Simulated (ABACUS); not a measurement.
The system is Ta3AsAu2O13.

```
Ta As Au O
1.0
     5.24237    3.02668    4.14273
    -5.24237    3.02668    4.14273
     0.00000   -6.05337    4.14273
Ta As Au O
3 1 2 13
Cartesian
  -1.7887 1.0327 4.2854
  0.0000 -2.0655 4.2854
  1.7887 1.0327 4.2854
  0.0000 0.0000 6.9446
  0.0000 0.0000 12.0005
  0.0000 0.0000 9.3342
  -1.3566 0.7832 6.1532
  0.0000 -1.5665 6.1532
  1.3566 0.7832 6.1532
  2.5380 -0.6359 3.6068
  -0.7183 2.5159 3.6068
  -1.8197 -1.8800 3.6068
  1.8197 -1.8800 3.6068
  -2.5380 -0.6359 3.6068
  0.7183 2.5159 3.6068
  -3.3469 1.9323 4.0073
  0.0000 -3.8647 4.0073
  3.3469 1.9323 4.0073
  0.0000 0.0000 3.8329
```

The cell was built by a generator and needn't be a form met in nature.

Base run:

* Program: ABACUS 3.10.1
* Functional: PBE
* Potentials or basis: SPMS ONCV 1.0 PBE
* Cutoff: 1361 eV
* Density cutoff: 5442 eV
* Basis: TZDP LCAO (the cutoffs set its grid)
* k mesh: 3 × 3 × 3
* Occupations: fermi-dirac, width 0.05 eV
* Spin: no spin polarisation

Its results: band gap on the k mesh 1.08 eV, indirect (least direct gap 1.12 eV); pressure 0.2 GPa; largest force 0.436 eV/Å.

Question: The run is repeated on the same cell with these changes: potentials or basis from SPMS ONCV 1.0 PBE to Ansatz NC PBE; basis from TZDP LCAO (the cutoffs set its grid) to DZP LCAO (the cutoffs set its grid); valence electrons from 170 to 212. What comes out?

Answer: Band gap on the k mesh 1.10 eV, indirect (least direct gap 1.13 eV); pressure 2.0 GPa; largest force 0.763 eV/Å.

Caveats: the atomic orbitals were generated for these runs and aren't a published set; spin-orbit coupling is left out, which moves the levels of the heavy elements; an odd mesh through Γ misses points on the zone boundary, where band edges often lie; the basis of atomic orbitals isn't converged, which shifts pressures, moduli and gaps.
